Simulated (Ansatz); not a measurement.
# K2AlRu4: the cost of one run

Method: DFT PBE, scalar-relativistic, plane waves, PAW, unless a step names another level, in Ansatz 0.2.0.

9 further runs of the same task are left out: 1 that didn't finish, 8 set aside as unsound or not needed.

### Step 1. Plan

Pauling electronegativities: K 0.82, Al 1.61, Ru 2.20 (spread 1.38). No set of common oxidation states balances it. Tabulated atomic sizes suggest about 19 Å³/atom. 24 candidates were drawn, by swapping species into database cells of other compounds, at random by space group and Wyckoff sites, or by hand, as the table says:

| name | made from | space group no. | Wyckoff sites | atoms (primitive cell) | V (Å³/atom) |
| --- | --- | --- | --- | --- | --- |
| c01 | random | 191 | K 2c; Al 1a; Ru 4h | 7 | 19.3 |
| c02 | database cell of Tl2PdCl4 | 123 | K 2e; Al 1a; Ru 4j | 7 | 22.5 |
| c03 | random | 123 | K 2h; Al 1a; Ru 4o | 7 | 22.0 |
| c04 | random | 123 | K 2g; Al 1d; Ru 4n | 7 | 20.0 |
| c05 | random | 123 | K 2h; Al 1a; Ru 4j | 7 | 24.7 |
| c06 | random | 216 | K 4a, 4d; Al 4c; Ru 16e | 7 | 23.0 |
| c07 | random | 166 | K 6c; Al 3b; Ru 3a, 9d | 7 | 23.9 |
| c08 | random | 99 | K 2c; Al 1b; Ru 2c, 1b, 1a | 7 | 19.5 |
| c09 | random | 107 | K 4b; Al 2a; Ru 8c | 7 | 24.5 |
| c10 | random | 189 | K 2c; Al 1b; Ru 3g, 1a | 7 | 20.4 |
| c11 | random | 38 | K 2b, 2a; Al 2b; Ru 8f | 7 | 24.5 |
| c12 | database cell of YTi2Ga4 | 139 | K 4d; Al 2a; Ru 8h | 7 | 19.8 |
| c13 | database cell of Rb2CuCl4 | 139 | K 4e; Al 2a; Ru 4e, 4c | 7 | 18.7 |
| c14 | random | 191 | K 2d; Al 1a; Ru 4h | 7 | 19.7 |
| c15 | random | 139 | K 4d; Al 2a; Ru 8f | 7 | 24.1 |
| c16 | random | 139 | K 4d; Al 2a; Ru 8i | 7 | 22.9 |
| c17 | database cell of Ho2CuO4 | 139 | K 4e; Al 2a; Ru 4c, 4d | 7 | 17.9 |
| c18 | random | 166 | K 6c; Al 3b; Ru 9e, 3a | 7 | 23.1 |
| c19 | random | 139 | K 4e; Al 2a; Ru 8h | 7 | 19.9 |
| c20 | random | 166 | K 6c; Al 3a; Ru 9d, 3b | 7 | 19.9 |
| c21 | database cell of La2MnSb4 | 115 | K 2g; Al 1b; Ru 2g, 1c, 1d | 7 | 21.3 |
| c22 | random | 187 | K 2h; Al 1b; Ru 2g, 1e, 1c | 7 | 21.7 |
| c23 | database cell of Nd2CdSb4 | 115 | K 2g; Al 1c; Ru 2g, 1b, 1a | 7 | 20.8 |
| c24 | random | 123 | K 1a, 1b; Al 1c; Ru 4o | 7 | 20.9 |

### Step 2. Screening run of c03

File input.yaml:

```yaml
crystal:
  lattice:
    - [4.76869147, 0.0, 0.0]
    - [0.0, 4.76869147, 0.0]
    - [0.0, 0.0, 6.76307756]
  atoms:
    - { symbol: K, position: [0.5, 0.5, 0.26213557] }
    - { symbol: K, position: [0.5, 0.5, 0.73786443] }
    - { symbol: Al, position: [0.0, 0.0, 0.0] }
    - { symbol: Ru, position: [0.17391747, 0.5, 0.5] }
    - { symbol: Ru, position: [0.82608253, 0.5, 0.5] }
    - { symbol: Ru, position: [0.5, 0.17391747, 0.5] }
    - { symbol: Ru, position: [0.5, 0.82608253, 0.5] }
basis:
  ecutwfc: 420
kpoints:
  mp_grid: { grid: [4, 4, 3] }
hamiltonian:
  xc: pbe
scf:
  occupations: { method: gaussian, width: 0.2 }
  lower_state_search: "off"
output:
  forces: true
  stress: true
  eigenvalues: true
relax:
  adjacent_minimum: "off"
  f_tol: 0.08
  max_steps: 16
  cell: { stress_tol: 0.8 }
```

Run with:

```sh
> ansatz run input.yaml --threads 1 --pin off --max-ram 2560MiB --backend cpu --events-out ev --progress --plain --runs-dir out
```

**Question.** How long does this run take on 1 thread of Arm Neoverse V1, shared host, and how much memory does it need?

About 1.9 min, with a peak of 0.53 GiB.
